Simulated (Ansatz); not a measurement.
# Cl3HOZr: molecular dynamics

The plan is to follow the molecule's vibrations and see whether its bonds hold. The start is relaxed first. Runs: 300 steps of 1 fs at constant energy (fourth-order Milne integrator), with velocities drawn for 1000 K.

Method: RHF/def2-SVP, in Ansatz 0.2.0.

### 1 The system as given

Bond lengths: Zr1–Cl2 2.520 Å, Zr1–Cl3 2.520 Å, Zr1–O4 2.069 Å, O4–H5 1.010 Å, Zr1–Cl6 2.518 Å. Angles: Cl2–Zr1–Cl3 109.5°, Cl2–Zr1–O4 109.5°, Cl2–Zr1–Cl6 109.5°, Cl3–Zr1–O4 109.5°, Cl3–Zr1–Cl6 109.5°, O4–Zr1–Cl6 109.5°, Zr1–O4–H5 109.5°.

Coordinates:

```xyz
6

Zr    0.0000    0.0000    0.0000
Cl    0.0000    0.0000    2.5200
Cl    2.3764    0.0000   -0.8392
O    -0.9750    1.6891   -0.6893
H    -1.9328    1.4584   -0.9117
Cl   -1.1869   -2.0563   -0.8392
```

### 2 Preparing the start

Contents of input.yaml:

```yaml
crystal:
  periodic: [false, false, false]
  atoms:
    - { symbol: Zr, position_ang: [0.0, 0.0, 0.0] }
    - { symbol: Cl, position_ang: [0.0, 0.0, 2.52] }
    - { symbol: Cl, position_ang: [2.3764, 0.0, -0.8392] }
    - { symbol: O, position_ang: [-0.975, 1.6891, -0.6893] }
    - { symbol: H, position_ang: [-1.9328, 1.4584, -0.9117] }
    - { symbol: Cl, position_ang: [-1.1869, -2.0563, -0.8392] }
basis:
  gaussian: { orbitals: def2-SVP }
hamiltonian:
  xc: hf
relax:
  f_tol: 0.02
  max_steps: 40
```

Started as:

```bash
ansatz run input.yaml --threads 1 --pin off --max-ram 2048MiB --backend cpu --events-out ev --progress --plain --runs-dir out
```

Further steps of the session: Dynamics.

Q: Predict the outcome of this session. Wanted: relaxation of the start; temperature, first and last step; temperature, second half; potential energy, second half; largest change of the total energy; bonds formed or broken.

The runs gave:

| quantity | value |
| --- | --- |
| relaxation of the start | 6 moves, 1.250 eV lower |
| length | 300 steps of 1 fs |
| temperature, first and last step | 1000 and 389 K |
| temperature, second half | mean 472 K, from 179 to 733 K |
| potential energy, second half | +46 meV/atom from the start |
| largest change of the total energy | 0.07 meV/atom |
| bonds formed or broken | 0 |

**Reading.** The temperature starts at 1000 K and averages 472 K in the second half, where it ranges from 179 to 733 K. About half is expected from a start at a minimum: kinetic energy passes into potential energy until both shares match. The total energy strays from its start by at most 0.07 meV/atom, 0.2 % of the mean kinetic energy, so a step of 1 fs is short enough over this time. No bond forms or breaks. A run of 300 fs with 6 atoms shows the motion but fixes no equilibrium value. The nuclei move classically, without zero-point motion, which matters most for hydrogen.
